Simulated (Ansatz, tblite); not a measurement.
**AsH2(SiH3) (SiAsH5): charged states by level of theory**

One table from this session's results is given with a row withheld; the runs are named, their logs left out.

Computed with Ansatz 0.2.0, Gaussian basis. Level: as each input shows.

Plan: charge +1 doublet, at the geometry of the singlet (PBE0-D4/def2-TZVP, PBE-D4/def2-TZVP, r2SCAN-D4/def2-TZVP, CCSD(T)/def2-TZVPP); charge -1 doublet, at the geometry of the singlet (PBE0-D4/def2-TZVPD, PBE-D4/def2-TZVPD, r2SCAN-D4/def2-TZVPD, CCSD(T)/def2-TZVPD); the starting singlet's energies come from earlier runs.

## The relaxed structure

The singlet was relaxed beforehand with r2SCAN-D4/def2-TZVP.

7 atoms, charge 0, spin multiplicity 1.

Atoms are counted from 1 here; the program's logs count them from 0.

Bond lengths: As1–H2 1.522 Å, As1–H3 1.522 Å, As1–Si4 2.368 Å, Si4–H5 1.485 Å, Si4–H6 1.485 Å, Si4–H7 1.485 Å. Angles: H2–As1–H3 91.9°, H2–As1–Si4 91.8°, H3–As1–Si4 91.9°, As1–Si4–H5 113.6°, As1–Si4–H6 108.2°, As1–Si4–H7 108.1°, H5–Si4–H6 109.0°, H5–Si4–H7 109.0°, H6–Si4–H7 108.8°.

Set-up of the first run:

in.yaml reads:

```yaml
crystal:
  periodic: [false, false, false]
  atoms:
    - {symbol: As, position_ang: [0.611343, 1.016001, 1.047915]}
    - {symbol: H, position_ang: [1.815703, 1.023101, 0.117909]}
    - {symbol: H, position_ang: [-0.097941, 2.077273, 0.219648]}
    - {symbol: Si, position_ang: [-0.413122, -0.735831, -0.172021]}
    - {symbol: H, position_ang: [-0.391992, -0.528717, -1.642053]}
    - {symbol: H, position_ang: [-1.822698, -0.852827, 0.280056]}
    - {symbol: H, position_ang: [0.298698, -1.999000, 0.148536]}
basis:
  gaussian: {orbitals: def2-TZVP}
total_charge: 1
magnetization: {spin_polarized: true, initial_magnetization: 1}
hamiltonian: {xc: pbe0, dispersion: d4}
output: {orbitals: {seedname: orbitals}}
```

Started as:

```
$ ansatz run in.yaml --threads 4 --pin off --events-out ev --progress --plain --max-ram 3916MiB
```

Among the steps run: Charge +1 doublet at the fixed geometry, PBE0-D4/def2-TZVP; Charge +1 doublet at the fixed geometry, PBE-D4/def2-TZVP; Charge +1 doublet at the fixed geometry, r2SCAN-D4/def2-TZVP; Charge +1 doublet at the fixed geometry, CCSD(T)/def2-TZVPP.

One of the session's tables, all rows but one given; the rest of the session is left out.

It belongs to the step «Vertical ionisation energy». 

| method | vertical ionisation energy (eV) |
| --- | --- |
| HF/def2-TZVPP | 8.78 |
| PBE-D4/def2-TZVP | 9.68 |
| r2SCAN-D4/def2-TZVP | 9.73 |
| PBE0-D4/def2-TZVP | 9.74 |
| MP2/def2-TZVPP | ? |
| CCSD/def2-TZVPP | 9.70 |
| CCSD(T)/def2-TZVPP | 9.76 |

Estimate the missing values for MP2/def2-TZVPP.

**Answer.** vertical ionisation energy (eV): 9.77. In the column «vertical ionisation energy (eV)» it is the highest.
